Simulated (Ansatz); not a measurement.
**C₂H₉OPSi: up Jacob's ladder to CCSD(T)**

One table from this session's results is given with a row withheld; the runs are named, their logs left out.

The runs use Ansatz 0.2.0, Gaussian basis; functionals in def2-TZVPP, the program's frozen cores in correlated methods.

Levels to be run: PBE-D4, r2SCAN-D4, PBE0-D4, B3LYP-D4, ωB97X-V, ωB97M-V, B2PLYP; CCSD(T)/def2-TZVPP; MP2/def2-QZVPP; extrapolation to the limit.

### The relaxed structure

The geometry comes from an earlier relaxation with PBE0-D4 in a triple-zeta def2 set; it is a stationary point, not always the lowest conformer.

SMILES `CC[SiH](O)P`, 14 atoms, charge 0, spin multiplicity 1.

Atoms are counted from 1 here; the program's logs count them from 0.

Bond lengths: C1–C2 1.525 Å, C1–H6 1.093 Å, C1–H7 1.094 Å, C1–H8 1.093 Å, C2–Si3 1.873 Å, C2–H9 1.096 Å, C2–H10 1.097 Å, Si3–O4 1.653 Å, Si3–P5 2.265 Å, Si3–H11 1.486 Å, O4–H12 0.957 Å, P5–H13 1.423 Å, P5–H14 1.423 Å. Angles: C2–C1–H6 111.6°, C2–C1–H7 111.4°, C2–C1–H8 111.6°, H6–C1–H7 107.1°, H6–C1–H8 107.3°, H7–C1–H8 107.6°, C1–C2–Si3 114.9°, C1–C2–H9 110.6°, C1–C2–H10 110.3°, Si3–C2–H9 107.8°, Si3–C2–H10 106.7°, H9–C2–H10 106.1°, C2–Si3–O4 111.4°, C2–Si3–P5 113.7°, C2–Si3–H11 109.6°, O4–Si3–P5 109.2°, O4–Si3–H11 105.4°, P5–Si3–H11 107.2° and more.

The first run:

in.yaml reads:

```yaml
crystal:
  periodic: [false, false, false]
  atoms:
    - {symbol: C, position_ang: [-1.028475, 1.245608, 0.435971]}
    - {symbol: C, position_ang: [0.351536, 0.715113, 0.808375]}
    - {symbol: Si, position_ang: [0.735209, -1.003691, 0.171987]}
    - {symbol: O, position_ang: [-0.344508, -2.114344, 0.749317]}
    - {symbol: P, position_ang: [0.810072, -1.141722, -2.087801]}
    - {symbol: H, position_ang: [-1.202021, 2.241994, 0.849307]}
    - {symbol: H, position_ang: [-1.821481, 0.596691, 0.818063]}
    - {symbol: H, position_ang: [-1.152982, 1.316307, -0.647696]}
    - {symbol: H, position_ang: [1.135112, 1.389769, 0.444759]}
    - {symbol: H, position_ang: [0.462929, 0.679312, 1.898695]}
    - {symbol: H, position_ang: [2.060513, -1.440177, 0.682020]}
    - {symbol: H, position_ang: [-1.226985, -2.123208, 0.378154]}
    - {symbol: H, position_ang: [1.610747, 0.028745, -2.199946]}
    - {symbol: H, position_ang: [-0.402563, -0.419498, -2.272503]}
basis:
  gaussian: {orbitals: def2-TZVPP}
hamiltonian: {xc: pbe, dispersion: d4}
output: {forces: true, orbitals: {seedname: orbitals}}
```

The run is started by

```sh
ansatz run in.yaml --threads 4 --pin off --events-out ev --progress --plain --max-ram 10444MiB
```

Steps of the session up to this table: PBE-D4 (GGA); r2SCAN-D4 (meta-GGA); PBE0-D4 (hybrid); B3LYP-D4 (hybrid); ωB97X-V (range-separated); ωB97M-V (range-separated); B2PLYP (double hybrid); CCSD(T) in def2-TZVPP; MP2 in def2-QZVPP.

One table of the session follows, with a row left open; its other results are not shown here.

```
            method  atomisation energy (kJ/mol)
            PBE-D4                       5040.2
         r2SCAN-D4                       4995.1
           PBE0-D4                       4980.6
          B3LYP-D4                       4996.5
           ωB97X-V                       5021.2
           ωB97M-V                       5015.4
            B2PLYP                       4930.1
     HF/def2-TZVPP                       3670.1
    MP2/def2-TZVPP                       4891.9
   CCSD/def2-TZVPP                       4803.8
CCSD(T)/def2-TZVPP                            ?
           MP2/CBS                       5023.8
       CCSD(T)/CBS                       4996.8
```

Estimate the missing values for CCSD(T)/def2-TZVPP.

As computed: atomisation energy (kJ/mol): 4864.9. In the column «atomisation energy (kJ/mol)» it lies between CCSD/def2-TZVPP (4803.8) and MP2/def2-TZVPP (4891.9).
